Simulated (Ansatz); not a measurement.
# OSn: the cost of one run

All numbers are computed with the Python package of Ansatz 0.2.0. Level of theory: PBE0+D3(BJ)/def2-SVP.

## 1. The system

Bond lengths: Sn1–O2 2.050 Å.

The script holds or builds the structure itself.

## 2. Script

Contents of states_osn.py:

```python
"""Does a wider search find a lower mean-field state of OSn(+)?"""

import ansatz as az
import numpy as np

BASIS = "def2-SVP"
XC = "pbe0"
VDW = "d3bj"
NET_CHARGE = 1

GEOMETRY = """
Sn    0.00000    0.00000    0.00000
O     0.00000    0.00000    2.05000
"""


def main() -> None:
    geometry = az.Crystal.molecule()
    for line in GEOMETRY.strip().splitlines():
        symbol, *xyz = line.split()
        geometry = geometry.atom(symbol, [float(v) for v in xyz])
    symbols = [site.symbol for site in geometry.cartesian_sites]

    start = np.array([site.position_ang for site in geometry.cartesian_sites])
    for factor in [1.0, 1.5]:
        xyz = (start - start.mean(axis=0)) * factor
        scaled = az.Crystal.molecule()
        for symbol, place in zip(symbols, xyz):
            scaled = scaled.atom(symbol, place.tolist())
        base = (
            scaled.calculation()
            .basis(gaussian=BASIS)
            .functional(XC, dispersion=VDW)
            .charge(NET_CHARGE)
            .spin("collinear", total=1)
        )
        for search in ("off", "standard"):
            try:
                data = base.scf(lower_state_search=search).run().report
            except az.AnsatzError as error:
                print(f"x{factor} search {search}: {type(error).__name__}")
                continue
            state = data["mean_field"]["state"]
            print(f"all distances x{factor}, search {search:8s} E = {data['free_energy_ev']:.5f} eV  <S^2> = {abs(state['spin_squared']):.3f}  other states met: {len(data['mean_field']['others'])}")


if __name__ == "__main__":
    main()
```

## 3. What the engine is handed

The package turns the script's settings into the engine's input (first run):

```yaml
crystal:
  periodic: [false, false, false]
  atoms:
    - { symbol: Sn, position_ang: [0.0, 0.0, -1.025] }
    - { symbol: O, position_ang: [0.0, 0.0, 1.025] }
basis:
  gaussian:
    orbitals: def2-SVP
hamiltonian:
  xc: pbe0
  dispersion: d3bj
magnetization:
  spin_polarized: true
  initial_magnetization: 1.0
total_charge: 1.0
scf:
  lower_state_search: "off"
```

## 4. Launch

Run with:

```
$ python states_osn.py
```

**Question.** How long does this script take on 1 thread of Arm Neoverse V2, shared host, and how much memory does it need?

About 18 s, with a peak of 0.18 GiB.
